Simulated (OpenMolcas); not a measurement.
**Co³⁺ among point charges: CASSCF and CASPT2 levels and susceptibility**

Aim: the splitting of the states of Co³⁺ in the field of 6 point charges, its lowest levels with spin-orbit coupling and its magnetic susceptibility.

Method: state-averaged CASSCF and CASPT2, spin-orbit coupling by RASSI with atomic mean-field integrals. Code: OpenMolcas 26.06.

## (1) Starting point

| Property | Result |
| --- | --- |
| Species | Co³⁺ (cobalt, Z = 27, 24 electrons) |
| Basis | ANO-RCC-VDZP [5s4p2d1f], 34 functions |
| Scalar Hamiltonian | DKH2, point nucleus |
| Inactive shells | 1s 2s 2p 3s 3p |
| Active space | 6 electrons in 5 orbitals (3d) |
| Some configurations of this space | 3d⁶ |
| Orbitals | optimised for each spin and parity, averaged over all roots |

The outer shells:

3d6
```
3d [↑↓][↑ ][↑ ][↑ ][↑ ]
```

The ion sits among 6 point charges of -1.5 e arranged as an octahedron (Oh), 2.1 Å from the ion.

The work runs as a chain of OpenMolcas steps in one folder; each step below is one input file. Labels, J, g values, rates, χT and fits are worked out afterwards by a script from the matrices that RASSI stores. The input lists half of the charges; inversion (Group=XYZ) makes the rest.

## (2) Basis and integrals

a.inp reads:

```
&GATEWAY
Coord
1

Co 0.0 0.0 0.0
Basis=ANO-RCC-VDZP
Group=XYZ
NoMove
AngMom=0.0 0.0 0.0
AMFI
XField
3 Angstrom 0
2.100000 0.000000 0.000000 -1.500000
0.000000 2.100000 0.000000 -1.500000
0.000000 0.000000 2.100000 -1.500000
&SEWARD
```

The run is started by

```
> OMP_NUM_THREADS=1 MOLCAS_MEM=1689 MOLCAS_PROJECT=a pymolcas a.inp > a.log
```

What it wrote:

```text
Basis set label: CO.ANO-RCC...5S4P2D1F.

      Electronic valence basis set:
      ------------------
      Associated Effective Charge  27.000000 au
      Associated Actual Charge     27.000000 au
      Nuclear Model: Point charge

      Shell  nPrim  nBasis  Cartesian Spherical Contaminant
         s      21       5        X
         p      15       4        X
         d      10       2                 X
         f       6       1                 X
                  Relativistic Douglas-Kroll-Hess integrals:
                    - DKH order of Hamiltonian: 2
                    - DKH order of Properties : 0
                  Atomic mean-field integrals
```

## (3) Reference wave functions, quintets of even parity, 5 roots

a.inp reads:

```
&RASSCF
FileOrb=start.orb
Symmetry=1
Spin=5
nActEl=6 0 0
Inactive=3 6
Ras2=5 0
CIRoot=5 5 1
SDav=5
CIMx=300
Iter=120 100
PrWF=0.3
OrbListing=Nothing
MaxOrb=0
>>> COPY $Project.JobIph JOB001
```

The run is started by

```
> OMP_NUM_THREADS=1 MOLCAS_MEM=1689 MOLCAS_PROJECT=a pymolcas a.inp > a.log
```

start.orb holds the contracted functions of the basis, ordered by shell, or the orbitals of the step before.

What it wrote, shortened:

```text
[...]
      Number of active orbitals                  5
[...]
      Spin quantum number                      2.0
[...]
      Active orbitals                            5   0
[...]
      Number of CSFs                             5
      Number of root(s) required                 5
[...]
      Convergence after  8 iterations
[...]
      Natural orbitals and occupation numbers for root  1
      sym 1:   2.000000   1.000000   1.000000   1.000000   1.000000
      Natural orbitals and occupation numbers for root  2
      sym 1:   1.000000   2.000000   1.000000   1.000000   1.000000
      Natural orbitals and occupation numbers for root  3
      sym 1:   1.000000   1.000000   1.000000   2.000000   1.000000
::    RASSCF root number  1 Total energy:  -1396.65360579
::    RASSCF root number  2 Total energy:  -1396.65360579
::    RASSCF root number  3 Total energy:  -1396.65360579
::    RASSCF root number  4 Total energy:  -1396.64320708
::    RASSCF root number  5 Total energy:  -1396.64320708
```

## (4) CASSCF: triplets of even parity, 45 roots

a.inp reads:

```
&RASSCF
FileOrb=start.orb
Symmetry=1
Spin=3
nActEl=6 0 0
Inactive=3 6
Ras2=5 0
CIRoot=45 45 1
SDav=45
CIMx=300
Iter=120 100
PrWF=0.3
OrbListing=Nothing
MaxOrb=0
>>> COPY $Project.JobIph JOB002
```

What it wrote, shortened:

```text
[...]
      Number of active orbitals                  5
[...]
      Spin quantum number                      1.0
[...]
      Active orbitals                            5   0
[...]
      Number of CSFs                            45
      Number of root(s) required                45
[...]
      Convergence after  7 iterations
[...]
      Natural orbitals and occupation numbers for root  1
      sym 1:   1.636342   1.537454   0.880586   1.344577   0.601040
      Natural orbitals and occupation numbers for root  2
      sym 1:   1.635036   1.352116   0.870517   1.531785   0.610546
      Natural orbitals and occupation numbers for root  3
      sym 1:   1.011548   1.615427   0.477057   1.629518   1.266449
::    RASSCF root number  1 Total energy:  -1396.53969706
::    RASSCF root number  2 Total energy:  -1396.53969706
::    RASSCF root number  3 Total energy:  -1396.53969706
[...]
::    RASSCF root number 27 Total energy:  -1396.49768041
::    RASSCF root number 28 Total energy:  -1396.49768041
::    RASSCF root number 29 Total energy:  -1396.49768041
::    RASSCF root number 30 Total energy:  -1396.49726274
```

## (5) Reference wave functions, singlets of even parity, 50 roots

a.inp reads:

```
&RASSCF
FileOrb=start.orb
Symmetry=1
Spin=1
nActEl=6 0 0
Inactive=3 6
Ras2=5 0
CIRoot=50 50 1
SDav=50
CIMx=300
Iter=120 100
PrWF=0.3
OrbListing=Nothing
MaxOrb=0
>>> COPY $Project.JobIph JOB003
```

The run is started by

```
> OMP_NUM_THREADS=1 MOLCAS_MEM=1689 MOLCAS_PROJECT=a pymolcas a.inp > a.log
```

What it wrote, shortened:

```text
[...]
      Number of active orbitals                  5
[...]
      Spin quantum number                      0.0
[...]
      Active orbitals                            5   0
[...]
      Number of CSFs                            50
      Number of root(s) required                50
[...]
      Convergence after  7 iterations
[...]
      Natural orbitals and occupation numbers for root  1
      sym 1:   1.830380   1.830380   0.254430   1.830380   0.254430
      Natural orbitals and occupation numbers for root  2
      sym 1:   1.879516   1.705348   0.400247   1.174805   0.840084
      Natural orbitals and occupation numbers for root  3
      sym 1:   1.014818   1.866163   0.247754   1.877908   0.993357
::    RASSCF root number  1 Total energy:  -1396.48811858
::    RASSCF root number  2 Total energy:  -1396.48353224
::    RASSCF root number  3 Total energy:  -1396.48353224
[...]
::    RASSCF root number 27 Total energy:  -1396.41449539
::    RASSCF root number 28 Total energy:  -1396.41449539
::    RASSCF root number 29 Total energy:  -1396.38529919
::    RASSCF root number 30 Total energy:  -1396.38358499
```

## (6) RASSI: spin-orbit coupling between the states

a.inp reads:

```
&RASSI
NrOfJobIphs=3 5 45 50
1 2 3 4 5
1 2 3 4 5 6 7 8 9 10 11 12 13 14 15 16 17 18 19 20 21 22 23 24 25 26 27
28 29 30 31 32 33 34 35 36 37 38 39 40 41 42 43 44 45
1 2 3 4 5 6 7 8 9 10 11 12 13 14 15 16 17 18 19 20 21 22 23 24 25 26 27
28 29 30 31 32 33 34 35 36 37 38 39 40 41 42 43 44 45 46 47 48 49 50
IphNames
JOB001
JOB002
JOB003
EJob
SpinOrbit
DIPRint=1.0
SOCoupling=1000.0
Subsets=2
Property=9
'ANGMOM' 1 'ANGMOM' 2 'ANGMOM' 3 'MLTPL  1' 1 'MLTPL  1' 2 'MLTPL  1' 3
'AMFI' 1 'AMFI' 2 'AMFI' 3
SOProperty=3
'ANGMOM' 1 'ANGMOM' 2 'ANGMOM' 3
```

What it wrote:

```text
SPIN-FREE ENERGIES:
  (Shifted by EMIN (a.u.) =      -1396.6536057851)

 SF State       Relative EMIN(au)   Rel lowest level(eV)    D:o, cm**(-1)      L_eff

     1             0.0000000000        0.0000000000              0.0000         2.0
     2             0.0000000000        0.0000000000              0.0000         2.0
     3             0.0000000000        0.0000000000              0.0000         2.0
     4             0.0103987036        0.2829631397           2282.2516         2.0
     5             0.0103987036        0.2829631397           2282.2516         2.0
     6             0.1139087254        3.0996143241          25000.0755         4.8
     7             0.1139087254        3.0996143241          25000.0755         4.8
     8             0.1139087254        3.0996143241          25000.0755         4.8
     9             0.1169607249        3.1826634615          25669.9120         4.9
    10             0.1169607249        3.1826634615          25669.9120         4.9
    11             0.1169607249        3.1826634615          25669.9120         4.9
    12             0.1219622806        3.3187627245          26767.6266         4.7
    13             0.1219622806        3.3187627245          26767.6266         4.7
    14             0.1219622806        3.3187627245          26767.6266         4.7
    15             0.1236487743        3.3646545570          27137.7692         5.0
    16             0.1236487743        3.3646545570          27137.7692         5.0
    17             0.1320608216        3.5935580246          28984.0001         2.3
    18             0.1320608216        3.5935580246          28984.0001         2.3
    19             0.1320608216        3.5935580246          28984.0001         2.3
    20             0.1381234875        3.7585315676          30314.6015         3.2
    21             0.1381234875        3.7585315676          30314.6015         3.2
    22             0.1381234875        3.7585315676          30314.6015         3.2
    23             0.1406359355        3.8268987611          30866.0201         3.2
    24             0.1406359355        3.8268987611          30866.0201         3.2
    25             0.1406359355        3.8268987611          30866.0201         3.2
    26             0.1408263843        3.8320811361          30907.8188         3.0
    27             0.1470542708        4.0015505626          32274.6819         3.9
    28             0.1470542708        4.0015505626          32274.6819         3.9
    29             0.1470542708        4.0015505626          32274.6819         3.9
    30             0.1519738298        4.1354185812          33354.4003         4.0
    31             0.1519738298        4.1354185812          33354.4003         4.0
    32             0.1559253722        4.2429455283          34221.6636         3.8
    33             0.1559253722        4.2429455283          34221.6636         3.8
    34             0.1559253722        4.2429455283          34221.6636         3.8
    35             0.1563430492        4.2543110989          34313.3331         4.0
    51             0.1654872085        4.5031363489          36320.2441         5.4
    52             0.1700735420        4.6279368428          37326.8279         5.7
    53             0.1700735420        4.6279368428          37326.8279         5.7
    54             0.1700735420        4.6279368428          37326.8279         5.7
    55             0.1745522040        4.7498074443          38309.7806         6.0
Eigenvalues of complex Hamiltonian:
   -----------------------------------
  (Shifted by EMIN (a.u.) =      -1396.6536057851)

 SO State       Relative EMIN(au)   Rel lowest level(eV)    D:o, cm**(-1)     J-value

     1            -0.0024954522        0.0000000000              0.0000         2.9
     2            -0.0024954522        0.0000000000              0.0000         3.4
     3            -0.0024954522        0.0000000000              0.0000         2.9
     4            -0.0014664864        0.0279995859            225.8319         3.0
     5            -0.0014664864        0.0279995859            225.8319         2.8
     6            -0.0012583058        0.0336644691            271.5223         3.0
     7            -0.0012583058        0.0336644691            271.5223         3.1
     8            -0.0012583058        0.0336644691            271.5223         2.2
     9            -0.0000671371        0.0660778203            532.9536         2.6
    10             0.0006961216        0.0868471472            700.4695         2.4
    11             0.0006961216        0.0868471472            700.4695         2.1
    12             0.0006961216        0.0868471472            700.4695         2.1
    13             0.0011277812        0.0985932037            795.2078         2.1
    14             0.0011277812        0.0985932037            795.2078         2.1
    15             0.0011277812        0.0985932037            795.2078         1.7
    16             0.0102676946        0.3473029178           2801.1869         2.4
    17             0.0105081056        0.3538448346           2853.9511         2.2
    18             0.0105081056        0.3538448346           2853.9511         2.2
    19             0.0105081056        0.3538448346           2853.9511         2.1
    20             0.0107277364        0.3598212941           2902.1545         1.8
    21             0.0107277364        0.3598212941           2902.1545         2.2
    22             0.0110256607        0.3679282276           2967.5413         1.4
    23             0.0110256607        0.3679282276           2967.5413         1.9
    24             0.0110256607        0.3679282276           2967.5413         1.9
    25             0.0113024742        0.3754607063           3028.2948         1.5
    26             0.1124599538        3.1280959537          25229.7954         3.4
    27             0.1124599538        3.1280959537          25229.7954         5.4
    28             0.1126502363        3.1332738050          25271.5575         5.0
    29             0.1126502363        3.1332738050          25271.5575         5.0
    30             0.1126502363        3.1332738050          25271.5575         3.0
    31             0.1143166359        3.1786188497          25637.2900         3.7
    32             0.1143166359        3.1786188497          25637.2900         3.7
    33             0.1143166359        3.1786188497          25637.2900         4.0
    34             0.1144317510        3.1817512897          25662.5548         3.3
    35             0.1154656415        3.2098848841          25889.4676         4.8
    36             0.1161441187        3.2283471892          26038.3761         4.4
    37             0.1161441187        3.2283471892          26038.3761         4.4
    38             0.1161441187        3.2283471892          26038.3761         4.2
    39             0.1170758033        3.2536996178          26242.8572         3.1
    40             0.1170758033        3.2536996178          26242.8572         3.8
    41             0.1170758033        3.2536996178          26242.8572         3.8
Weights of the five most important spin-orbit-free states for each spin-orbit state.

 SO State  Total energy (au)           Spin-free states, spin, and weights
 -------------------------------------------------------------------------------------------------------
    1        -0.002495       3 2.0  0.3770    1 2.0  0.3293    2 2.0  0.2796    5 2.0  0.0095    4 2.0  0.0032
    2        -0.002495       1 2.0  0.3489    3 2.0  0.3225    2 2.0  0.3144    4 2.0  0.0126   26 1.0  0.0008
    3        -0.002495       2 2.0  0.3919    1 2.0  0.3076    3 2.0  0.2864    5 2.0  0.0094    4 2.0  0.0032
    4        -0.001466       3 2.0  0.4058    2 2.0  0.2988    1 2.0  0.2495    4 2.0  0.0222    5 2.0  0.0222
    5        -0.001466       1 2.0  0.3866    2 2.0  0.3372    3 2.0  0.2303    5 2.0  0.0222    4 2.0  0.0222
    6        -0.001258       2 2.0  0.5706    3 2.0  0.2094    1 2.0  0.1803    4 2.0  0.0256    5 2.0  0.0128
    7        -0.001258       3 2.0  0.5215    2 2.0  0.2826    1 2.0  0.1562    4 2.0  0.0280    5 2.0  0.0104
    8        -0.001258       1 2.0  0.6238    3 2.0  0.2294    2 2.0  0.1071    5 2.0  0.0344    4 2.0  0.0040
    9        -0.000067       3 2.0  0.2980    2 2.0  0.2980    1 2.0  0.2980    5 2.0  0.0520    4 2.0  0.0520
   10         0.000696       3 2.0  0.4353    2 2.0  0.4127    1 2.0  0.1120    5 2.0  0.0363    4 2.0  0.0025
   11         0.000696       1 2.0  0.4390    3 2.0  0.3512    2 2.0  0.1697    4 2.0  0.0270    5 2.0  0.0118
   12         0.000696       1 2.0  0.4090    2 2.0  0.3775    3 2.0  0.1734    4 2.0  0.0287    5 2.0  0.0101
```

These steps took 23 s in all on 1 thread, shared host.

Spin-free states, with their symmetry labels:

```tsv
state	degeneracy	E (cm-1)	free-ion L (%)
5T2	3	0	D (100)
5E	2	2282	D (100)
3T1	3	25000	H (90)
3T2	3	25670	H (96)
3T1	3	26768	H (81)
3E	2	27138	H (98)
3T1	3	28984	P (72)
3T2	3	30315	F (85)
3T1	3	30866	F (65)
3A2	1	30908	F (100)
3T2	3	32275	G (89)
3E	2	33354	G (97)
3T1	3	34222	G (87)
3A1	1	34313	G (100)
1A1	1	36320	I (69)
1T1	3	37327	I (82)
1T2	3	38310	I (98)
1E	2	39783	I (64)
1A2	1	39914	I (100)
1T2	3	40148	I (94)
1A1	1	40501	G (65)
1T1	3	41036	G (82)
1E	2	41640	G (64)
3T2	3	42211	D (99)
```

With spin-orbit coupling:

```tsv
E (cm-1)	Degeneracy	Label	2S+1
0.0	3	T2	5
225.8	2	E	5
271.5	3	T1	5
533.0	1	A1	5
700.5	3	T1	5
795.2	3	T2	5
2801	1	A2	5
2854	3	T2	5
2902	2	E	5
2968	3	T1	5
3028	1	A1	5
25230	2	E	3
25272	3	T2	3
25637	3	T1	3
25663	1	A1	3
25889	1	A2	3
26038	3	T2	3
26243	3	T1	3
26330	2	E	3
27083	3	T1	3
27087	1	A1	3
27148	3	T2	3
27230	2	E	3
27593	3	T1	3
```

The table of states holds 24 of 43 computed; the rest, higher up, is left out.

Powder χT (cm³ K/mol): 3.41 at 2 K, 3.44 at 5 K, 3.49 at 10 K, 3.60 at 20 K, 3.90 at 50 K, 4.31 at 100 K, 4.53 at 150 K, 4.63 at 200 K, 4.66 at 250 K, 4.67 at 300 K.

[end of part 1 of 2]
